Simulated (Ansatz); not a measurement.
An input for Ansatz 0.2.0 (CsLiCr2Te2S3):

The input input.yaml:

```yaml
crystal:
  lattice:
    - [7.05684, 0.0, 0.0]
    - [0.0, 3.9806, 0.0]
    - [-2.67333, 0.0, 8.68168]
  atoms:
    - { symbol: Cs, position: [0.07739, 0.0, 0.37706] }
    - { symbol: Li, position: [0.86424, 0.5, 0.78883] }
    - { symbol: Cr, position: [0.12646, 0.0, 0.94616], spin: 3.0 }
    - { symbol: Cr, position: [0.5929, 0.5, 0.97165], spin: 3.0 }
    - { symbol: Te, position: [0.50838, 0.0, 0.1527] }
    - { symbol: Te, position: [0.55612, 0.0, 0.74893] }
    - { symbol: S, position: [0.87426, 0.0, 0.68502] }
    - { symbol: S, position: [0.25176, 0.5, 0.84402] }
    - { symbol: S, position: [0.96294, 0.5, 0.05357] }
hamiltonian:
  xc:
    exchange: r2scan
    correlation: r2scan
    exx: { coeff: inverse_dielectric }
  pseudopotentials: { kind: paw }
magnetization:
  spin_polarized: true
kpoints:
  mp_grid: { grid: [2, 3, 2] }
scf:
  occupations: { method: fermi_dirac, width: 0.05 }
output:
  forces: true
  stress: true
  eigenvalues: true
```

Potentials or basis: Ansatz PAW.

Command:

```console
$ ansatz run input.yaml --threads 8 --pin off --max-ram 20480MiB --backend cpu --events-out ev --progress --plain --runs-dir out
```

Task: What does the program do with it?

Result: The run stopped without a result. It printed:

Output:

```text
Warning: output.stress: scf.convergence.dr2_threshold = 1e-7 eV (the SCF's general default) is looser than the 9e-10 eV advised for a printed stress (1e-10 eV for each atom of the cell: 9). What an SCF threshold leaves in a stress goes as its square root, and in the free energy as the threshold itself, and one threshold admits the most on a small cell: of the crystals measured, under no hybrid functional and no lock of the moments, on runs that ended without the residual-converged pass, on stresses that held no estimate of that error, the worst erred by over 100 MPa in a component at 1e-7 eV an atom and by under 5 at 1e-10. Set scf.convergence.dr2_threshold to 9e-10 eV or tighter. The threshold is an SCF's pass mark: one that does not reach it within its budget of iterations ends unconverged, or closes short of it on a stop that the run arms, and scf.convergence.dr2_threshold's page says what that costs each kind of run
Warning: output.stress: scf.exx.energy_threshold = 1e-6 eV is looser than the 9e-8 eV advised for a stress under a hybrid functional (1e-8 eV for each atom of the cell: 9). Every SCF of the exchange loop can meet its threshold on dr2 while the loop round them stops early: no threshold on dr2 bounds what that leaves in the stress. Set scf.exx.energy_threshold to 9e-8 eV or tighter. The threshold is the loop's pass mark: a loop that does not reach it within its budget of cycles ends unconverged, and scf.exx.energy_threshold's page has the law
Error: inconsistent input (hamiltonian.xc.exx): inverse_dielectric: the cell's Cr atoms are not all equivalent, so it may hold a defect, which takes its host's fraction: type that crystal under crystal.host (beside crystal.checkpoint the word checkpoint takes a saved host) or, if the cell holds no defect, crystal.host: (host) for its own fraction
```
